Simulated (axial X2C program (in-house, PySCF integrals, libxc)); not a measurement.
# SInS: bond lengths and stretches, held linear

One table from this session's results is given with a row withheld; the runs are named, their logs left out.

Method: all-electron X2C, two-component (2c) or spin-free, S dyall-av3z, In dyall-v3z; program: an in-house X2C program for linear molecules on PySCF integrals.

All values are calculated.

2 further runs of the same task are left out: 2 set aside as unsound or not needed.

The first run:

task.json

```json
{"zs": [16, 49, 16], "q": 0, "bas": ["dyall-av3z", "dyall-v3z", "dyall-av3z"], "r0": [2.3, 2.3], "symm": 1, "scan": ["PBE0", "HF", "PBE"], "levels": ["PBE0", "HF", "r2SCAN"], "nst": 2}
```

Keys: zs atomic numbers; q charge; bas basis sets; r0 starting distance in Å; symm equal bonds; scan levels of the two-bond scan; levels methods; nst determinants followed.

Run with:

```bash
$ python solin.py task.json out
```

Masses S 31.972, In 114.904, S 31.972 u.

Steps of the session up to this table: Scan at PBE0, 2c; Scan at PBE, 2c; Scan at PBE0, spin-free.

One of the session's tables, all rows but one given; the rest of the session is left out.

| level | lower stretch (cm⁻¹) | upper stretch (cm⁻¹) |
| --- | --- | --- |
| PBE0, 2c | 379.5 | 387.2 |
| PBE, 2c | 363.3 | 424.1 |
| PBE0, spin-free | ? | ? |
| PBE, spin-free | 363.4 | 423.9 |

Q: Estimate the row for PBE0, spin-free from the others.

As computed: lower stretch (cm⁻¹): 380.8; upper stretch (cm⁻¹): 387.2. In the column «lower stretch (cm⁻¹)» it is the highest.

Scans not shown above were run alike.

The molecule was held linear; bending was not examined, so a bent shape may lie lower. Note: functional without a current term on a determinant with orbital currents, of the molecule or an atom.
